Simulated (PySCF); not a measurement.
# [PbI3(H2O)]+: other functionals and bases at one geometry

Aim: see how levels, charges and forces of [PbI3(H2O)]+ depend on the level of theory. The structure is generated, not taken from experiment.

Computed with PySCF 2.14.0. Level: several levels, as the steps say, no spin–orbit coupling.

1 further run of the same task is left out (for a known fault of the program).

## 1. Starting geometry

7 atoms, charge 1, spin multiplicity 1.

Bond lengths: Pb1–I2 2.721 Å, Pb1–I3 2.719 Å, Pb1–I4 2.721 Å, Pb1–O5 2.403 Å, O5–H6 0.969 Å, O5–H7 0.969 Å. Angles: I2–Pb1–I3 118.2°, I2–Pb1–I4 119.5°, I2–Pb1–O5 95.4°, I3–Pb1–I4 118.2°, I3–Pb1–O5 99.7°, I4–Pb1–O5 95.4°, Pb1–O5–H6 125.7°, Pb1–O5–H7 125.7°, H6–O5–H7 107.8°.

Geometry (Å):

| atom | x (Å) | y (Å) | z (Å) |
| --- | --- | --- | --- |
| Pb1 | -0.1223 | 0.0795 | -0.0795 |
| I2 | 1.1306 | 2.1361 | 1.1880 |
| I3 | -2.0631 | -1.2673 | 1.2673 |
| I4 | 1.1306 | -1.1880 | -2.1361 |
| O5 | -1.4926 | 1.4757 | -1.4757 |
| H6 | -1.7469 | 2.3908 | -1.2836 |
| H7 | -1.7469 | 1.2836 | -2.3908 |

Formal oxidation states: Pb +4. An earlier session relaxed this geometry at PBE0, Pb def2-SVP with ECP60, I def2-SVP with ECP28, O def2-SVP, H def2-SVP (singlet, point group Cs).

At PBE0 on the finer grid: E = -1162.149521 Eh, HOMO -11.93 eV, LUMO -8.93 eV, Mulliken charge on Pb1 +0.62 e, largest force component 0.029 eV/Å. 

Levels to run: M06-L; HF. Hardware: 2 threads of Arm Neoverse V2, shared host.

## 2. M06-L

run.py (the lines that set the calculation)

```python
mol = gto.M(atom='''
Pb    -0.12231     0.07951    -0.07951
I      1.13062     2.13612     1.18799
I     -2.06306    -1.26733     1.26733
I      1.13062    -1.18799    -2.13612
O     -1.49260     1.47575    -1.47575
H     -1.74690     2.39079    -1.28361
H     -1.74690     1.28361    -2.39079''',
    basis={'Pb': 'def2-SVP', 'I': 'def2-SVP', 'O': 'def2-SVP', 'H': 'def2-SVP'},
    ecp={'Pb': 'def2-SVP', 'I': 'def2-SVP'},
    charge=1, spin=0)
mf = dft.RKS(mol, xc='M06L')
mf.grids.atom_grid = (75, 302)
mf = mf.density_fit()  # fitting sets: Pb def2-universal-JKFIT, I def2-universal-JKFIT, O def2-universal-JKFIT, H def2-universal-JKFIT
mf.conv_tol = 1e-08; mf.max_cycle = 55
mf.kernel(dm0)  # dm0: the density of the relaxed state
```

Launch:

```sh
> OMP_NUM_THREADS=2 python run.py
```

## 3. HF

Edit run.py (the lines that set the calculation) of step 2 so:

```diff
@@ -11,4 +11,3 @@
     charge=1, spin=0)
-mf = dft.RKS(mol, xc='M06L')
-mf.grids.atom_grid = (75, 302)
+mf = scf.RHF(mol)
 mf = mf.density_fit()  # fitting sets: Pb def2-universal-JKFIT, I def2-universal-JKFIT, O def2-universal-JKFIT, H def2-universal-JKFIT
```

Before running it: what results should come out? Wanted: for each run, HOMO; gap; charge on Pb1; dipole; largest force.

**Answer**, as computed:

| level | state | HOMO (eV) | gap (eV) | charge on Pb1 (e) | dipole (D) | largest force (eV/Å) | basis functions | time |
| --- | --- | --- | --- | --- | --- | --- | --- | --- |
| PBE0 (relaxed here) | singlet | -11.93 | 3.01 | 0.62 | 4.91 | 0.03 | 128 | 28 s |
| M06-L | singlet | -10.82 | 1.62 | 0.68 | 4.83 | 0.42 | 128 | 12 s |
| HF | singlet | -14.48 | 8.47 | 0.88 | 5.02 | 0.84 | 128 | 6.8 s |

Times are on 2 threads of Arm Neoverse V2, shared host; the first row also made further properties. The dipole of a charged species depends on the origin, so these sizes hold for this origin alone.

In one basis the HOMO–LUMO gap runs from 1.62 eV (M06-L) to 8.47 eV (HF). The largest leftover force, 0.84 eV/Å with HF, stands at a geometry relaxed at another level. The Mulliken charge on Pb spans +0.62 to +0.88 e over the levels. Total energies of different levels can't be compared. Spin–orbit coupling is left out throughout.
